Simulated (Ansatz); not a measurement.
# C6H7Al: a ladder of functionals and wavefunction methods

The task here is to estimate one member of a computed series from the others.

The runs use Ansatz 0.2.0, Gaussian basis; functionals in def2-TZVPP, the program's frozen cores in correlated methods.

Plan: LDA (SPW92), PBE-D4, revPBE-D4, BLYP-D4, r2SCAN-D4, B97M-V, PBE0-D4, B3LYP-D4, r2SCANh-D4, r2SCAN0-D4, HSE06-D4, BHLYP-D4, CAM-B3LYP-D4, LC-ωPBE, ωB97X-V, ωB97M-V, B2PLYP, PBE-QIDH; CCSD(T)/def2-SVP; CCSD(T)/def2-TZVPP; MP2/def2-QZVPP; extrapolation to the limit; RPA on PBE.

### The relaxed structure

All runs share one geometry, relaxed beforehand with PBE0-D4 in a triple-zeta def2 set.

14 atoms, charge 0, spin multiplicity 1.

Atoms are counted from 1 here; the program's logs count them from 0.

Bond lengths: Al1–C2 1.940 Å, Al1–H8 1.588 Å, Al1–H9 1.588 Å, C2–C3 1.401 Å, C2–C7 1.401 Å, C3–C4 1.387 Å, C3–H10 1.087 Å, C4–C5 1.388 Å, C4–H11 1.084 Å, C5–C6 1.388 Å, C5–H12 1.084 Å, C6–C7 1.387 Å, C6–H13 1.084 Å, C7–H14 1.087 Å. Angles: C2–Al1–H8 119.2°, C2–Al1–H9 119.2°, H8–Al1–H9 121.6°, Al1–C2–C3 121.2°, Al1–C2–C7 121.3°, C3–C2–C7 117.4°, C2–C3–C4 121.5°, C2–C3–H10 119.7°, C4–C3–H10 118.8°, C3–C4–C5 119.8°, C3–C4–H11 120.2°, C5–C4–H11 120.0°, C4–C5–C6 120.0°, C4–C5–H12 120.0°, C6–C5–H12 120.0°, C5–C6–C7 119.8°, C5–C6–H13 120.0°, C7–C6–H13 120.2° and more.

Set-up of the first run:

in.yaml

```yaml
crystal:
  periodic: [false, false, false]
  atoms:
    - {symbol: Al, position_ang: [0.017201, -1.712000, 2.099449]}
    - {symbol: C, position_ang: [0.003415, -0.485999, 0.596023]}
    - {symbol: C, position_ang: [0.649994, -0.802533, -0.605740]}
    - {symbol: C, position_ang: [0.643815, 0.070493, -1.683080]}
    - {symbol: C, position_ang: [-0.014204, 1.287918, -1.580396]}
    - {symbol: C, position_ang: [-0.663611, 1.628738, -0.402342]}
    - {symbol: C, position_ang: [-0.652415, 0.749661, 0.670004]}
    - {symbol: H, position_ang: [0.777869, -3.099496, 1.960801]}
    - {symbol: H, position_ang: [-0.731655, -1.304866, 3.439745]}
    - {symbol: H, position_ang: [1.170345, -1.751467, -0.703619]}
    - {symbol: H, position_ang: [1.151292, -0.196015, -2.603676]}
    - {symbol: H, position_ang: [-0.020878, 1.973141, -2.420937]}
    - {symbol: H, position_ang: [-1.177853, 2.580143, -0.322073]}
    - {symbol: H, position_ang: [-1.166114, 1.032880, 1.584739]}
basis:
  gaussian: {orbitals: def2-TZVPP}
hamiltonian: {xc: lda}
output: {orbitals: {seedname: orbitals}}
```

The run is started by

```
ansatz run in.yaml --threads 4 --pin off --events-out ev --progress --plain --max-ram 11315MiB
```

Steps of the session up to this table: LDA; PBE-D4 (GGA); revPBE-D4 (GGA); BLYP-D4 (GGA); r2SCAN-D4 (meta-GGA); B97M-V (meta-GGA); PBE0-D4 (hybrid); B3LYP-D4 (hybrid); r2SCANh-D4 (hybrid); r2SCAN0-D4 (hybrid); HSE06-D4 (hybrid); BHLYP-D4 (hybrid); CAM-B3LYP-D4 (range-separated); LC-ωPBE (range-separated); ωB97X-V (range-separated); ωB97M-V (range-separated); B2PLYP (double hybrid); PBE-QIDH (double hybrid).

One table of the session follows, with a row left open; its other results are not shown here.

It belongs to the step «Frontier levels by functional». 

```
  functional  HOMO (eV)  LUMO (eV)  gap (eV)
 LDA (SPW92)      -6.67      -2.67      4.00
      PBE-D4      -6.45      -2.42      4.03
   revPBE-D4      -6.37      -2.31      4.06
     BLYP-D4      -6.24      -2.28      3.97
   r2SCAN-D4      -6.61      -2.19      4.42
      B97M-V      -6.58      -2.31      4.27
     PBE0-D4      -7.40      -1.65      5.75
    B3LYP-D4      -7.17      -1.84      5.33
  r2SCANh-D4      -6.98      -1.92      5.05
  r2SCAN0-D4      -7.52      -1.52      6.00
    HSE06-D4      -7.01      -2.02      4.99
    BHLYP-D4      -8.15      -0.84      7.31
CAM-B3LYP-D4      -8.59      -0.72      7.87
     LC-ωPBE          ?          ?         ?
     ωB97X-V      -9.55       0.23      9.77
     ωB97M-V      -9.48       0.01      9.49
```

**Question.** Estimate the row for LC-ωPBE.

**Answer.** HOMO (eV): -9.90; LUMO (eV): 0.31; gap (eV): 10.21. In the column «HOMO (eV)» it is the lowest.
